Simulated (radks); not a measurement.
# Cu²⁺ in [Ne] 3s1.5 3p6 3d9 4s0.5: an all-electron calculation

One table from this session's results is given with a row withheld; the runs are named, their logs left out.

Method: non-relativistic Kohn-Sham, BLYP, spin-polarised, spherical densities, point nucleus; open shells are filled with parallel spins first. Code: radks (a radial shooting solver on a logarithmic mesh, Libxc functionals) version 1.

## The system

```
element       : copper (Z = 29)
charge        : +2
electrons     : 27
configuration : [Ne] 3s1.5 3p6 3d9 4s0.5
```

The first run:

Input:

```text
Z 29
configuration [Ne] 3s1.5 3p6 3d9 4s0.5
relativity non-relativistic
functional b88,lyp
spin polarised
nucleus point
```

Steps of the session up to this table: Self-consistent calculation.

One table of the session follows, with a row left open; its other results are not shown here.

It belongs to the step «Shells». Radial moments (bohr):

```
  level      <r>  outermost maximum (interpolated)  90 % within  nodes
  1s up  0.05290                            0.0349       0.0942      0
1s down  0.05290                            0.0349       0.0942      0
  2s up   0.2387                             0.200        0.369      1
2s down   0.2386                             0.200        0.369      1
  2p up   0.2078                             0.159        0.339      0
2p down   0.2077                             0.159        0.339      0
  3s up   0.7166                             0.620         1.07      2
3s down        ?                                 ?            ?      ?
  3p up   0.7434                             0.620         1.15      1
3p down   0.7458                             0.621         1.15      1
  3d up   0.8822                             0.588         1.52      0
3d down   0.8940                             0.590         1.54      0
  4s up    2.246                              1.94         3.31      3
4s down    2.275                              1.96         3.36      3
```

Estimate the missing values for 3s down.

As computed: <r>: 0.7182; outermost maximum (interpolated): 0.621; 90 % within: 1.08; nodes: 2. In the column «<r>» it lies between 3s up (0.7166) and 3p up (0.7434).
